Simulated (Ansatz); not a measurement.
# Sn2GeO3: the cost of one run

Computed with Ansatz 0.2.0 (DFT PBE, scalar-relativistic, plane waves, PAW, unless a step's input says otherwise).

1 further run of the same task is left out (set aside as unsound or not needed).

## (1) The starting structure

The structure is orthorhombic, space group Pmn2_1 (No. 31). Conventional cell: a = 3.532 Å, b = 14.871 Å, c = 4.134 Å, α = 90.00°, β = 90.00°, γ = 90.00°. Around Sn (site symmetry m) lie 4 O at 2.20 to 2.31 Å. Sn (site symmetry m) has 4 O at 2.18 to 2.41 Å as nearest neighbours. Ge (site symmetry m) is surrounded by 3 O at 1.94 to 2.09 Å. Around O (site symmetry m) lie 1 Ge at 1.94 Å and 2 Sn at 2.18 Å. O (site symmetry m) is surrounded by 4 Sn at 2.20 to 2.31 Å. O (site symmetry m) is surrounded by 2 Ge at 2.09 Å and 2 Sn at 2.24 to 2.41 Å.

Coordinates:

```cif
data_structure
_symmetry_space_group_name_H-M 'Pmn2_1'
_symmetry_Int_Tables_number 31
_cell_length_a 3.5324
_cell_length_b 14.8706
_cell_length_c 4.1342
_cell_angle_alpha 90.000
_cell_angle_beta 90.000
_cell_angle_gamma 90.000
_cell_volume 217.17
loop_
_atom_site_label
_atom_site_type_symbol
_atom_site_symmetry_multiplicity
_atom_site_Wyckoff_symbol
_atom_site_fract_x
_atom_site_fract_y
_atom_site_fract_z
_atom_site_occupancy
Sn1 Sn 2 a 0.00000 0.92153 0.47703 1
Sn2 Sn 2 a 0.00000 0.59371 0.51836 1
Ge1 Ge 2 a 0.00000 0.26082 0.55823 1
O1 O 2 a 0.00000 0.32125 0.97288 1
O2 O 2 a 0.00000 0.99002 0.97822 1
O3 O 2 a 0.00000 0.66565 0.99527 1
```

It is the end of an earlier relaxation with the same method, from a generated guess; it is a trial structure. At a tolerance of 0.02 Å it has space group Pmn2_1 (No. 31); it has 18.10 Å³/atom, an uncorrected energy of -1.18 eV/atom over the elements.

## (2) Electronic structure at the relaxed geometry

Input file input.yaml:

```yaml
crystal:
  lattice:
    - [3.5324191, 0.0, 0.0]
    - [0.0, 14.8705673, 0.0]
    - [0.0, 0.0, 4.1342171]
  atoms:
    - { symbol: Sn, position: [0.0, 0.921527, 0.477027] }
    - { symbol: Sn, position: [0.0, 0.593705, 0.518355] }
    - { symbol: Sn, position: [0.5, 0.078473, 0.977027] }
    - { symbol: Sn, position: [0.5, 0.406295, 0.018355] }
    - { symbol: Ge, position: [0.0, 0.260822, 0.558231] }
    - { symbol: Ge, position: [0.5, 0.739178, 0.058231] }
    - { symbol: O, position: [0.0, 0.321245, 0.97288] }
    - { symbol: O, position: [0.0, 0.990016, 0.97822] }
    - { symbol: O, position: [0.0, 0.665647, 0.995274] }
    - { symbol: O, position: [0.5, 0.334353, 0.495274] }
    - { symbol: O, position: [0.5, 0.009984, 0.47822] }
    - { symbol: O, position: [0.5, 0.678755, 0.47288] }
basis:
  ecutwfc: 420
kpoints:
  mp_grid: { grid: [8, 2, 8] }
  band_path:
    path:
      - [[0.0, 0.0, 0.0], [0.5, 0.0, 0.0], [0.5, 0.5, 0.0], [0.0, 0.5, 0.0], [0.0, 0.0, 0.0], [0.0, 0.0, 0.5], [0.5, 0.0, 0.5], [0.5, 0.5, 0.5], [0.0, 0.5, 0.5], [0.0, 0.0, 0.5]]
      - [[0.5, 0.0, 0.0], [0.5, 0.0, 0.5]]
      - [[0.0, 0.5, 0.0], [0.0, 0.5, 0.5]]
      - [[0.5, 0.5, 0.0], [0.5, 0.5, 0.5]]
    npoints: 10
hamiltonian:
  xc: pbe
scf:
  occupations: { method: gaussian, width: 0.02 }
  n_extra_bands: 30
output:
  forces: true
  stress: true
  eigenvalues: true
  populations: true
  dos: { projected: true, de: 0.02, nscf_kmesh: { grid: [12, 3, 12] } }
  bader: false
  write_density: true
  write_potential: true
  elf: true
  volumetric_format: npy
```

On the command line:

```console
> ansatz run input.yaml --threads 4 --pin off --max-ram 8192MiB --backend cpu --events-out ev --progress --plain --runs-dir out
```

**Question.** How long does this run take on 4 threads of Intel Xeon Platinum 8175M at 2.50GHz (Skylake/Cascade Lake), shared host, and how much memory does it need?

About 1.8 min, with a peak of 1.9 GiB.
